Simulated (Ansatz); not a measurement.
# C2H7GaO: basis-set convergence

Aim: see how fast density functionals converge with the basis set for C2H7GaO.

Program: Ansatz 0.2.0, Gaussian basis. Level of theory: one geometry, several basis sets. These are calculated values, not measurements.

Plan: PBE0-D4/def2-SVP; ωB97M-V/def2-SVP; PBE0-D4/def2-QZVPP; ωB97M-V/def2-QZVPP; the functionals' def2-TZVPP values are taken from earlier runs.

## 1. The geometry

The geometry comes from an earlier relaxation with PBE0-D4 in a triple-zeta def2 set; it is a stationary point, not always the lowest conformer.

SMILES `[CH3][GaH][CH2]O`, 11 atoms, charge 0, spin multiplicity 1.

Atoms are counted from 1 here; the program's logs count them from 0.

Bond lengths: C1–Ga2 1.971 Å, C1–H5 1.092 Å, C1–H6 1.095 Å, C1–H7 1.092 Å, Ga2–C3 1.992 Å, Ga2–H8 1.577 Å, C3–O4 1.423 Å, C3–H9 1.102 Å, C3–H10 1.095 Å, O4–H11 0.959 Å. Angles: Ga2–C1–H5 112.0°, Ga2–C1–H6 109.6°, Ga2–C1–H7 111.4°, H5–C1–H6 107.9°, H5–C1–H7 108.7°, H6–C1–H7 107.0°, C1–Ga2–C3 118.8°, C1–Ga2–H8 121.2°, C3–Ga2–H8 120.0°, Ga2–C3–O4 115.4°, Ga2–C3–H9 110.2°, Ga2–C3–H10 108.1°, O4–C3–H9 111.2°, O4–C3–H10 106.3°, H9–C3–H10 105.0°, C3–O4–H11 108.8°.

As a file:

```xyz
11
C2H7GaO
C    -1.1157    1.3878   -0.1051
Ga    0.3843    0.3324   -0.8275
C     0.9484   -1.3174    0.1360
O     0.0748   -1.7479    1.1738
H    -1.7807    0.7828    0.5144
H    -0.7268    2.2028    0.5146
H    -1.7013    1.8455   -0.9047
H     1.1603    0.7957   -2.1193
H     1.9805   -1.2076    0.5049
H     0.9914   -2.1375   -0.5883
H    -0.1498   -0.9938    1.7217
```

## 2. PBE0-D4 in def2-SVP

File in.yaml:

```yaml
crystal:
  periodic: [false, false, false]
  atoms:
    - {symbol: C, position_ang: [-1.115741, 1.387843, -0.105134]}
    - {symbol: Ga, position_ang: [0.384286, 0.332384, -0.827520]}
    - {symbol: C, position_ang: [0.948354, -1.317376, 0.135987]}
    - {symbol: O, position_ang: [0.074836, -1.747937, 1.173796]}
    - {symbol: H, position_ang: [-1.780736, 0.782771, 0.514428]}
    - {symbol: H, position_ang: [-0.726838, 2.202829, 0.514594]}
    - {symbol: H, position_ang: [-1.701253, 1.845547, -0.904740]}
    - {symbol: H, position_ang: [1.160333, 0.795742, -2.119309]}
    - {symbol: H, position_ang: [1.980522, -1.207560, 0.504881]}
    - {symbol: H, position_ang: [0.991360, -2.137487, -0.588294]}
    - {symbol: H, position_ang: [-0.149825, -0.993756, 1.721710]}
basis:
  gaussian: {orbitals: def2-SVP}
hamiltonian: {xc: pbe0, dispersion: d4}
output: {orbitals: {seedname: orbitals}}
```

Started as:

```
$ ansatz run in.yaml --threads 4 --pin off --events-out ev --progress --plain --max-ram 10444MiB
```

The runs that follow: ωB97M-V in def2-SVP; PBE0-D4 in def2-QZVPP; ωB97M-V in def2-QZVPP.

Before running them: what should the planned runs give, taken together? Wanted: PBE0-D4: double and triple zeta above quadruple; ωB97M-V: double and triple zeta above quadruple.

As calculated:

| quantity | value |
| --- | --- |
| PBE0-D4: double and triple zeta above quadruple | 13.17, 1.44 eV |
| ωB97M-V: double and triple zeta above quadruple | 13.33, 1.40 eV |

What this shows: PBE0-D4 gains 11.73 eV from double to triple zeta, then 1.44 eV more. Total energies overstate the basis error of differences, where much of it tends to cancel.
